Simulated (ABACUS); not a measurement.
Runs of ABACUS 3.10.1 on HfIn4SiO6. It takes space group P312 (No. 149, trigonal). The conventional cell has a = 5.277 Å, b = 5.277 Å, c = 10.559 Å, α = 90.00°, β = 90.00°, γ = 120.00°. Hf (site symmetry 32) is surrounded by 6 O at 2.10 Å. In (site symmetry 3) is surrounded by 3 O at 2.62 Å. In (site symmetry 3) is surrounded by 3 O at 2.32 Å. Si (site symmetry 32) has 6 O at 1.83 Å as nearest neighbours. O (site symmetry 1) is surrounded by 1 Si at 1.83 Å and 1 Hf at 2.10 Å. The cell was built by a generator and needn't be a form met in nature.

```tsv
task	level	potentials or basis	spin	U	k mesh	cutoff (eV)	path	points for each segment of the path	SCF threshold on the density	max SCF steps	eigensolver	mesh quality	gap on the mesh (eV)	pressure (GPa)	V0 of scaled cells (Å³/atom)	B0 (GPa)	largest force (eV/Å)
single point	PBE	PseudoDojo NC SR 0.4.1 PBE standard, plane waves	off	-	6 × 6 × 3	1143	-	-	1e-08	100	dav	not flagged	none	-0.4	-	-	0.12
single point	LDA+U	PseudoDojo NC SR 0.4.1 LDA standard, DZP LCAO (the cutoffs set its grid)	off	Hf d U = 4 eV	3 × 3 × 2	1361	-	-	1e-06	120	genelpa	coarse	0.19	-3.9	-	-	0.36
equation of state	PBE	SG15 ONCV 1.2 PBE, DZP LCAO (the cutoffs set its grid)	off	-	4 × 4 × 2	1361	-	-	1e-07	100	genelpa	not flagged	-	-	21.67	79	-
equation of state	PBE	PseudoDojo NC SR 0.5 PBE stringent, DZP LCAO (the cutoffs set its grid)	off	-	4 × 4 × 2	1796	-	-	1e-07	100	genelpa	not flagged	-	-	21.56	80	-
equation of state	WC	SG15 ONCV 1.2 PBE, DZP LCAO (the cutoffs set its grid)	off	-	4 × 4 × 2	1361	-	-	1e-07	100	genelpa	not flagged	-	-	21.01	85	-
single point	PBE	SPMS ONCV 1.0 PBE, TZDP LCAO (the cutoffs set its grid)	off	-	4 × 4 × 2	1361	-	-	1e-07	100	genelpa	not flagged	0.38	(b)	-	-	0.12
single point	LDA+U	PseudoDojo NC SR 0.4.1 LDA standard, DZP LCAO (the cutoffs set its grid)	off	Hf d U = 8 eV	3 × 3 × 2	1361	-	-	1e-06	120	genelpa	coarse	0.20	-2.8	-	-	0.36
equation of state	SOGGA	SG15 ONCV 1.2 PBE, DZP LCAO (the cutoffs set its grid)	off	-	4 × 4 × 2	1361	-	-	1e-07	100	genelpa	not flagged	-	-	(a)	85	-
equation of state	LDA	SG15 ONCV 1.2 PBE, DZP LCAO (the cutoffs set its grid)	off	-	4 × 4 × 2	1361	-	-	1e-07	100	genelpa	not flagged	-	-	20.45	91	-
```

Alike in all rows: cell as given; smearing fermi-dirac 0.05 eV.

Q: Fill in the values left out.

A: (a) 20.92; (b) 0.1.

Caveats: some runs use coarse meshes; the atomic orbitals were generated for these runs and aren't a published set (some runs); the basis of atomic orbitals isn't converged, which shifts pressures, moduli and gaps (some runs); the cell was scaled at fixed shape and fractional positions, which overstates the stiffness of a crystal with free parameters, most of all of layers and chains (some runs); spin-orbit coupling is left out, which moves the levels of the heavy elements (some runs); the potentials were made for another functional, which shifts forces and pressure (some runs); an odd mesh through Γ misses points on the zone boundary, where band edges often lie (some runs); there are fewer bands than atomic start orbitals, so a level may be missed at k points of high symmetry (some runs).

A k mesh can miss the band edges, and the runs leave out spin-orbit coupling on Hf, In.

A gap of «none» marks a metal or a gap under the smearing width.

Not every run made on this cell is shown here.
